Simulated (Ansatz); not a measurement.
Below is the output of a Python script on Ansatz's Python interface that makes an all-electron equation of state of WC, space group Fm-3m. Write a script that gives it. Level of theory (first run): PBEsol, LAPW, the default cutoff (412 eV here), 11×11×11 k-points, Fermi-Dirac smearing of 0.15 eV.

```cif
data_structure
_symmetry_space_group_name_H-M 'P 1'
_symmetry_Int_Tables_number 1
_cell_length_a 3.1009
_cell_length_b 3.1009
_cell_length_c 3.1009
_cell_angle_alpha 60.000
_cell_angle_beta 60.000
_cell_angle_gamma 60.000
_cell_volume 21.08
loop_
_atom_site_label
_atom_site_type_symbol
_atom_site_fract_x
_atom_site_fract_y
_atom_site_fract_z
_atom_site_occupancy
W1 W 0.00000 0.00000 0.00000 1
C1 C 0.50000 0.50000 0.50000 1
```

Output of `python wc.py`:
```text
0.940    9.9095 A^3/atom    -220053.08665 eV/atom  (estimated basis error 0.09 meV/atom)
0.960   10.1204 A^3/atom    -220053.10014 eV/atom  (estimated basis error 0.09 meV/atom)
0.980   10.3312 A^3/atom    -220053.10234 eV/atom  (estimated basis error 0.09 meV/atom)
1.000   10.5421 A^3/atom    -220053.09443 eV/atom  (estimated basis error 0.09 meV/atom)
1.020   10.7529 A^3/atom    -220053.07743 eV/atom  (estimated basis error 0.09 meV/atom)
1.040   10.9637 A^3/atom    -220053.05230 eV/atom  (estimated basis error 0.09 meV/atom)
1.060   11.1746 A^3/atom    -220053.01987 eV/atom  (estimated basis error 0.09 meV/atom)
V0 = 10.2688 A^3/atom, B0 = 386.0 GPa
```

One script that gives this output:

`wc.py`
```python
"""E(V) of WC on LAPW."""

import ansatz as az
from ase.eos import EquationOfState
from ase.units import GPa
import numpy as np

VECTORS = np.array([
    [0.0, 2.19268, 2.19268],
    [2.19268, 0.0, 2.19268],
    [2.19268, 2.19268, 0.0],
])
SITES = [
    ("W", (0.0, 0.0, 0.0)),
    ("C", (0.5, 0.5, 0.5)),
]


def build(cell):
    crystal = az.Crystal(lattice=az.Lattice.of(cell))
    for symbol, position in SITES:
        crystal = crystal.atom(symbol, position)
    return crystal


def main() -> None:
    volumes, energies = [], []
    for scale in np.linspace(0.94, 1.06, 7):
        cell = VECTORS * scale ** (1 / 3)
        model = (
            build(cell).calculation()
            .functional("pbesol")
            .occupations(az.OccupationsMethod.FERMI_DIRAC, width=0.15)  # fractional filling near the Fermi level
            .kpoints(11, 11, 11)
            .pseudopotentials("all_electron", lapw=True)
        )
        rep = model.run().report
        volumes.append(abs(np.linalg.det(cell)) / len(SITES))
        energies.append(rep["free_energy_ev"] / len(SITES))
        print(f"{scale:.3f} {volumes[-1]:9.4f} A^3/atom {energies[-1]:16.5f} eV/atom  (estimated basis error {1000 * rep['lapw_basis_errors']['total_ev_per_atom']:.2f} meV/atom)")
    v0, e0, bulk = EquationOfState(volumes, energies, eos="birchmurnaghan").fit()
    print(f"V0 = {v0:.4f} A^3/atom, B0 = {bulk / GPa:.1f} GPa")


if __name__ == "__main__":
    main()
```

A third-order Birch-Murnaghan fit through the 7 points has its minimum at 10.27 Å³ an atom, 2.6 % below the typed cell, with a bulk modulus of 386 GPa and dB/dP = 4.3. From that minimum the energy rises by 16.1 meV an atom on the compressed side and 82.9 meV on the expanded side.

What to keep in mind:
- All-electron totals depend on functional, relativistic treatment and basis; only differences at equal settings carry meaning.
- No spin polarisation was allowed.
- For a metal this k-point mesh is coarse: on a finer one energies can move by several to tens of meV an atom and pressures by half a GPa or more, differences at one mesh by less.
- The smearing is wide enough that free energy and stress hold a thermal part of the electrons.
- Spin-orbit coupling, which matters for elements this heavy, is left out.
- This cell is a computed structure, which may not be the phase found in nature.
- Wall time of the script: 2.3 min on 1 thread of Arm Neoverse V1, on a shared host, peak memory 0.49 GiB.
